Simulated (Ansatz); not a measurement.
# Si2Ni: the cost of one run

All numbers are computed with Ansatz 0.2.0, driven from Python. Level of theory: DFT PBE, plane waves, PAW.

### Step 1. The system

Symmetry: Fm-3m, No. 225, cubic system. The conventional cell has a = 5.406 Å, b = 5.406 Å, c = 5.406 Å, α = 90.00°, β = 90.00°, γ = 90.00°. Around Si (site symmetry -43m) lie 4 Ni at 2.34 Å. Around Ni (site symmetry m-3m) lie 8 Si at 2.34 Å.

No structure file is read: the coordinates are typed or built in the script.

### Step 2. The script

run_vcrelax.py

```python
import json

import ansatz
from ase import Atoms
from ase.data import atomic_numbers
from ase.neighborlist import neighbor_list
import numpy as np
from pymatgen.core import Structure
from pymatgen.symmetry.analyzer import SpacegroupAnalyzer
import spglib

def edges_and_angles(cell):
    cell = np.asarray(cell)
    a, b, c = np.linalg.norm(cell, axis=1)
    cosines = cell[1] @ cell[2] / (b * c), cell[0] @ cell[2] / (a * c), cell[0] @ cell[1] / (a * b)
    return (a, b, c, *np.degrees(np.arccos(cosines)))

structure = (
    ansatz.Lattice.from_parameters(3.822619, 3.822619, 3.822619, alpha=60.0, beta=60.0, gamma=60.0)
    .atom("Si", (0.25, 0.25, 0.25))
    .atom("Si", (0.75, 0.75, 0.75))
    .atom("Ni", (0.0, 0.0, 0.0))
    .moments(Ni=2.0)
)

job = (
    structure.calculation()
    .functional("pbe")
    .basis(550)
    .kpoints(10)
    .occupations("Fermi-Dirac", width=0.05)
    .spin(ansatz.SpinTreatment.COLLINEAR)
    .relax(pressure=100 * ansatz.kbar, stress_tolerance=0.05)
)
out = job.run(threads=1, pin="off", events_out="si2ni.ndjson")
with open("si2ni.ndjson") as stream:
    events = [json.loads(line) for line in stream]
steps = [e["data"] for e in events if e["event"] == "relax_step"]
summary = out.report
print("step   energy (eV)     max comp. (eV/A)   P (GPa)  SCF")
for s in steps:
    print(f"{s['step']:4d} {s['lagrangian_ev']:15.5f} {s['allowed_force_max_ev_ang']:12.4f} {s['pressure_gpa']:10.3f} {s['n_scf']:5d}")

first, last = steps[0], steps[-1]
symbols = [site.symbol for site in out.lattice.sites]
print(f"energy gained {first['lagrangian_ev'] - last['lagrangian_ev']:.4f} eV in {len(steps) - 1} steps")
for label, vectors in (("before", first["cell_ang"]), ("after", out.lattice.cell_ang)):
    print(label, "a b c (A) {:.4f} {:.4f} {:.4f}  angles {:.2f} {:.2f} {:.2f}".format(*edges_and_angles(vectors)), f" V = {abs(np.linalg.det(vectors)):.3f} A^3")
print("final stress xx yy zz (GPa, compression positive):", np.round(np.diag(summary["stress_gpa"]), 3) + 0.0)

fractions = [site.position_frac for site in out.lattice.sites]
numbers = [atomic_numbers[s] for s in symbols]
for tolerance in (1e-3, 1e-2, 1e-1):
    print(f"space group at {tolerance} A:", spglib.get_spacegroup((out.lattice.cell_ang, fractions, numbers), symprec=tolerance))

print("relaxed fractional positions")
for site in out.lattice.sites:
    print(f"  {site.symbol:2s}", " ".join(f"{v % 1:8.5f}" for v in np.round(site.position_frac, 5)))

print("atom   start x y z (A)              end x y z (A)")
for symbol, a, b in zip(symbols, first["positions_ang"], last["positions_ang"]):
    print(f"{symbol:3s}", " ".join(f"{v:8.4f}" for v in a), "  ", " ".join(f"{v:8.4f}" for v in b))

final = Atoms(symbols, positions=last["positions_ang"], cell=out.lattice.cell_ang, pbc=True)
i, j, d = neighbor_list("ijd", final, 4.5)
print("neighbours within 1.1 times the shortest distance of each atom (A)")
for atom in range(len(final)):
    near = [m for m in np.argsort(d) if i[m] == atom]
    shell = [m for m in near if d[m] < 1.1 * d[near[0]]]
    print(f"{symbols[atom]}{atom} ({len(shell)}):", ", ".join(f"{symbols[j[m]]} {d[m]:.3f}" for m in shell))

print(f"free energy      {summary['free_energy_ev']:.5f} eV")
print(f"per atom         {summary['free_energy_ev'] / len(out.lattice.sites):.5f} eV")
print(f"SCF iterations   {summary['n_iterations']}  (converged: {summary['converged']})")

print("site moments (muB):", [round(m, 2) for m in summary["site_moments_mub"]])
print("electrons up, down:", [round(n, 3) for n in summary["spin_occupation_sums"]])

final = Structure(out.lattice.cell_ang, [s.symbol for s in out.lattice.sites], [s.position_frac for s in out.lattice.sites])
analyser = SpacegroupAnalyzer(final, symprec=0.01)
standard = analyser.get_conventional_standard_structure()
print(analyser.get_crystal_system(), analyser.get_space_group_symbol(), len(standard), "atoms in the conventional cell")
print("a b c (A):", [round(x, 4) for x in standard.lattice.abc], " angles:", [round(x, 2) for x in standard.lattice.angles])
print(f"mass density {float(final.density):.3f} g/cm^3")
```

### Step 3. What the engine is handed

The package turns the script's settings into the engine's input:

```yaml
crystal:
  lattice:
    a: 3.822619
    b: 3.822619
    c: 3.822619
    alpha: 60.0
    beta: 60.0
    gamma: 60.0
  atoms:
    - { symbol: Si, position: [0.25, 0.25, 0.25] }
    - { symbol: Si, position: [0.75, 0.75, 0.75] }
    - { symbol: Ni, position: [0.0, 0.0, 0.0] }
basis:
  ecutwfc: 550.0
kpoints:
  mp_grid:
    grid: [10, 10, 10]
hamiltonian:
  xc: pbe
magnetization:
  spin_polarized: true
  per_species:
    Ni: 2.0
scf:
  occupations:
    method: fermi_dirac
    width: 0.05
relax:
  cell:
    p_target: 10.0
    stress_tol: 0.05
```

### Step 4. The run

The run is started by

```console
python run_vcrelax.py
```

What time and memory should one allow on 1 thread of Arm Neoverse V2, shared host?

About 25 s, with a peak of 0.51 GiB.
